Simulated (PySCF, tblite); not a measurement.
# C₄H₄FN₃: infrared bands and NMR shifts

Wanted: the infrared bands and NMR shifts of C₄H₄FN₃ (`Cc1nncnc1F`), by calculation.

Computed with tblite 0.8.0 and PySCF 2.14.0, with density-fitted response routines of our own, on a single molecule in the gas phase. Atoms count from 0, in the outputs and in this text.

## Step 1: The molecule as given

12 atoms, charge 0, multiplicity 1; geometry from: GFN2-xTB.

Bonds of the start (Å): C0–C1 1.49, C1–N2 1.32, N2–N3 1.30, N3–C4 1.31, C4–N5 1.34, N5–C6 1.31, C6–F7 1.33, C6–C1 1.41, C0–H8 1.09, C0–H9 1.09, C0–H10 1.09, C4–H11 1.08.

## Step 2: Vibrational analysis with GFN2-xTB

Job settings and geometry (Å):

```
{"job": {"kind": "ir", "xc": "GFN2-xTB", "basis": "xTB"}, "charge": 0, "multiplicity": 1}
C     -1.857679    -0.143806     0.379383
C     -0.390311    -0.160634     0.147471
N      0.320942    -1.189179     0.574481
N      1.610964    -1.230877     0.383379
C      2.200891    -0.239380    -0.237982
N      1.586899     0.847615    -0.710956
C      0.296665     0.877045    -0.514097
F     -0.369486     1.938996    -0.965638
H     -2.385063    -0.085047    -0.571887
H     -2.149120    -1.046301     0.907815
H     -2.132845     0.732944     0.964147
H      3.269341    -0.302061    -0.382143
```

**Question.** This job is followed by: GIAO PBE0/pcSseg-1 NMR shielding, non-relativistic, gas phase. Predict these results of the whole session: strongest single infrared mode (GFN2-xTB); zero-point energy (GFN2-xTB); ¹³C shifts against TMS (PBE0/pcSseg-1); ¹H shifts against TMS (PBE0/pcSseg-1, means over atoms taken as alike); ¹⁵N shifts against NH3 (PBE0/pcSseg-1); ¹⁹F shifts against CFCl3 (PBE0/pcSseg-1).

**Answer**, as computed:

| quantity | value |
| --- | --- |
| strongest single infrared mode (GFN2-xTB) | 1404 cm⁻¹, 222 km/mol |
| zero-point energy (GFN2-xTB) | 50.8 kcal/mol |
| ¹³C shifts against TMS (PBE0/pcSseg-1) | 174.4, 160.9, 156.2, 19.9 ppm |
| ¹H shifts against TMS (PBE0/pcSseg-1, means over atoms taken as alike) | 9.62, 3.02 ppm |
| ¹⁵N shifts against NH3 (PBE0/pcSseg-1) | 496.8, 429.0, 292.8 ppm |
| ¹⁹F shifts against CFCl3 (PBE0/pcSseg-1) | -78.8 ppm |

No mode is imaginary among the 30: a minimum at this level. The strongest single mode, at 1404 cm⁻¹, is carried by C1, C6, C0, N5. GFN2-xTB is a fitted tight-binding method: band positions and strengths are rough. Its intensities can rank the bands wrongly. At PBE0/pcSseg-1: Shielding is most anisotropic at N2 (span 900 ppm, paramagnetic term -553 ppm). NICS(1)zz of -27 ppm above the planar ring from C1 marks a diatropic (aromatic) ring current.
